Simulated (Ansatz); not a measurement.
# Sr: the cost of one run

Computed with Ansatz 0.2.0 (DFT PBEsol, scalar-relativistic, plane waves, PAW, unless a step's input says otherwise).

## Step 1: The structure to begin with

The structure is hexagonal, space group P6/mmm (No. 191). The conventional cell has a = 7.212 Å, b = 7.212 Å, c = 4.421 Å, α = 90.00°, β = 90.00°, γ = 120.00°. Around Sr (site symmetry 6/mmm) lie 2 Sr at 4.42 Å. Sr (site symmetry -6m2) is surrounded by 5 Sr at 4.16 to 4.42 Å.

Coordinates:

```xyz
3
Lattice="7.2119 0.0000 0.0000 -3.6060 6.2457 0.0000 0.0000 0.0000 4.4212" Properties=species:S:1:pos:R:3 pbc="T T T"
Sr    0.0000    0.0000    0.0000
Sr    0.0000    4.1638    2.2106
Sr    3.6060    2.0819    2.2106
```

This is candidate A: omega type (P6/mmm, No. 191).

(A quick probe on a coarse mesh, which set the mesh and smearing, is not shown.)

## Step 3: Full relaxation (candidate A)

The input, input.yaml:

```yaml
crystal:
  lattice:
    - [7.2119416892, 0.0, 0.0]
    - [-3.6059708446, 6.2457247135, 0.0]
    - [0.0, 0.0, 4.4212338182]
  atoms:
    - { symbol: Sr, position: [0.0, 0.0, 0.0] }
    - { symbol: Sr, position: [0.3333333333, 0.6666666667, 0.5] }
    - { symbol: Sr, position: [0.6666666667, 0.3333333333, 0.5] }
basis:
  ecutwfc: 420
kpoints:
  mp_grid: { grid: [9, 9, 10] }
hamiltonian:
  xc: pbesol
scf:
  occupations: { method: gaussian, width: 0.1 }
output:
  forces: true
  stress: true
  eigenvalues: true
relax:
  adjacent_minimum: "off"
  f_tol: 0.01
  max_steps: 80
  cell: { stress_tol: 0.05 }
```

**Question.** How long does this run take on 1 thread of an x86-64 CPU, shared host, and how much memory does it need?

About 36 s, with a peak of 0.58 GiB.
